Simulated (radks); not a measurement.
# Kr in [Ar] 3d10 4s2 4p5.75 5p0.25: an all-electron calculation

Aim: the levels, the sizes of the orbitals and the parts of the energy of neutral krypton.

The numbers are computed with radks (a radial shooting solver on a logarithmic mesh, Libxc functionals) version 1 (scalar-relativistic Kohn-Sham, revPBE, spin-unpolarised, spherical densities, point nucleus), except any that are marked as measured or tabulated.

### Step 1. What is computed

| Item | Value |
| --- | --- |
| element | krypton (Z = 36) |
| charge | 0 |
| electrons | 36 |
| configuration | [Ar] 3d10 4s2 4p5.75 5p0.25 |

### Step 2. The run

The run's settings:

```text
Z 36
configuration [Ar] 3d10 4s2 4p5.75 5p0.25
relativity scalar-relativistic
functional pbe_r,pbe
spin unpolarised
nucleus point
c 137.035999084
```

What does the calculation give?

The runs gave:

```
                        quantity                value
                    total energy  -2790.35327 hartree
exchange-correlation share of it               3.46 %
                            −T/E               1.0229
          highest occupied level        5p, -0.542 eV
    most extended occupied level  5p, <r> = 11.5 bohr
 radius at density 0.001 e/bohr³            3.96 bohr
    maxima of the radial density                    4
```

5 principal shells are occupied and 4 maxima appear in the radial density; where shells overlap, one shows as a shoulder or not at all. Relativity lifts −T/E to 1.023. This is not the tabulated ground configuration, so its levels and sizes aren't those of the ground state, and no measured value stands beside it.
